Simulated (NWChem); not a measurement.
# CH7NSn (SMILES C[NH][SnH3]) at HF/3-21G

Aim: the energy change on altering one bond length of CH7NSn at HF/3-21G, from 2 runs. 

Program for the calculation: NWChem 7.3.0.

1 further run of the same task is left out (it didn't finish).

## (1) Starting point

CH7NSn has 10 atoms, charge 0, and is taken as a singlet. SMILES: `C[NH][SnH3]`. The coordinates come from a PBE0-D4/def2-TZVP relaxation.

Bond lengths: C1–N2 1.451 Å, N2–Sn3 2.028 Å, C1–H4 1.095 Å, C1–H5 1.094 Å, C1–H6 1.101 Å, N2–H7 1.011 Å, Sn3–H8 1.705 Å, Sn3–H9 1.706 Å, Sn3–H10 1.718 Å. Some angles: C1–N2–Sn3 118.3°, C1–N2–H7 111.0°, Sn3–N2–H7 112.3°, N2–C1–H4 110.3°, N2–C1–H5 109.7°, N2–C1–H6 115.2°, N2–Sn3–H8 106.4°, N2–Sn3–H9 105.8°, N2–Sn3–H10 112.2°, H4–C1–H5 106.6°.

## (2) Energy and forces at HF/3-21G

Contents of ch7nsn.nw:

```
start ch7nsn
title "CH7NSn"
memory total 2200 mb

geometry units au noautosym nocenter noautoz
 C     -1.69772995     1.43241240    -1.66144721
 N     -0.64817606    -1.00703505    -0.97604354
 Sn     1.69565125    -1.18939362     2.05054182
 H     -3.14488222     1.20488938    -3.12315037
 H     -2.63956945     2.26975005    -0.02210980
 H     -0.31785193     2.82438467    -2.35743334
 H      0.07048678    -1.89728503    -2.50615479
 H      2.74331542    -4.23109679     2.21079059
 H     -0.09939959    -0.36944146     4.59902647
 H      4.19556994     0.86625046     1.79146037
end

basis spherical bse
 * library 3-21G
end

scf
 thresh 1e-08
 maxiter 80
end

task scf gradient
```

On the command line:

```bash
nwchem ch7nsn.nw > ch7nsn.out
```

Output:

```text
[...]
  functions       =    63
[...]
  wavefunction    = RHF
[...]
         Total SCF energy =  -6092.099924742688
      One-electron energy =  -8937.053799367561
      Two-electron energy =   2576.665927508572
 Nuclear repulsion energy =    268.287947116301
        Time for solution =      9.6s
[...]
                         RHF ENERGY GRADIENTS
    atom               coordinates                        gradient
                 x          y          z           x          y          z
   1 C      -1.697730   1.432412  -1.661447    0.017751  -0.018563   0.007713
   2 N      -0.648176  -1.007035  -0.976044   -0.025804   0.007892  -0.001909
   3 Sn      1.695651  -1.189394   2.050542    0.011013   0.001216   0.005467
   4 H      -3.144882   1.204889  -3.123150   -0.004464  -0.001999  -0.004355
   5 H      -2.639569   2.269750  -0.022110   -0.002742   0.002435   0.004985
   6 H      -0.317852   2.824385  -2.357433    0.003607   0.004347  -0.001911
   7 H       0.070487  -1.897285  -2.506155    0.008277   0.002446  -0.000098
   8 H       2.743315  -4.231097   2.210791   -0.004312   0.008927  -0.001516
   9 H      -0.099400  -0.369441   4.599026    0.003631  -0.002001  -0.008958
  10 H       4.195570   0.866250   1.791460   -0.006957  -0.004701   0.000583
[...]
```

Wall time 14 s (1 thread of Intel Xeon Platinum 8259CL at 2.50GHz (Skylake/Cascade Lake), shared host); peak memory 0.1 GiB.

## (3) The distorted shape: the energy at HF/3-21G

Contents of ch7nsn.nw:

```
START ch7nsn
TITLE "CH7NSn"
memory stack 880 mb heap 220 mb global 1100 mb
GEOMETRY noautosym nocenter noautoz
  C     -2.485870    -0.547352    -0.714681
  N     -1.930470    -1.838252    -0.351981
  Sn    -0.690170    -1.934752     1.249619
  H     -3.251670    -0.667752    -1.488181
  H     -2.984270    -0.104252     0.152819
  H     -1.755670     0.189248    -1.082981
  H     -1.550170    -2.309352    -1.161681
  H     -0.135770    -3.544352     1.334419
  H     -1.640070    -1.500852     2.598219
  H      2.220200     0.458400     0.948000
END
BASIS spherical bse
  * library 3-21G
END
SCF
  thresh 1e-08
  maxiter 80
  print low
END
TASK scf energy
```

On the command line:

```bash
nwchem ch7nsn.nw > ch7nsn.out
```

Output:

```text
[...]
  functions       =    63
[...]
  wavefunction    = RHF
[...]
         Total SCF energy =  -6091.913157723790
      One-electron energy =  -8915.431221363675
      Two-electron energy =   2564.618981807966
 Nuclear repulsion energy =    258.899081831919
        Time for solution =     10.7s
 Task  times  cpu:       11.1s     wall:       11.1s
[...]
```

It took 12 s on 1 thread of Intel Xeon Platinum 8259CL at 2.50GHz (Skylake/Cascade Lake), shared host; peak memory 0.097 GiB.

## (4) What came out

At HF/3-21G:

| quantity | value |
| --- | --- |
| first shape: total energy | -6092.09992 Eh |
| first shape: dipole moment | 1.19 D |
| first shape: HOMO energy | -9.48 eV |
| first shape: LUMO energy | 3.53 eV |
| first shape: HOMO–LUMO gap | 13.01 eV |
| first shape: largest force on an atom | 1.391 eV/Å |
| distorted shape: total energy | -6091.91316 Eh |
| energy change with the Sn3–H10 bond stretched from 1.718 to 3.780 Å | 5.082 eV |

In words: One bond (distorted shape) is far stretched, which a spin-restricted single reference describes badly; a broken-symmetry solution may lie lower. With the Sn3–H10 bond stretched from 1.718 to 3.780 Å the energy rises by 5.08 eV (117 kcal/mol). The first shape isn't relaxed at this level, so the change isn't measured from a minimum. A restricted reference can't describe the breaking bond well at this length. The largest force (first shape) is 1.39 eV/Å: the shape isn't a stationary point for this species at this level. Relativity is left out (first shape) although the molecule holds a heavy atom. Relativity is left out (distorted shape) although the molecule holds a heavy atom.
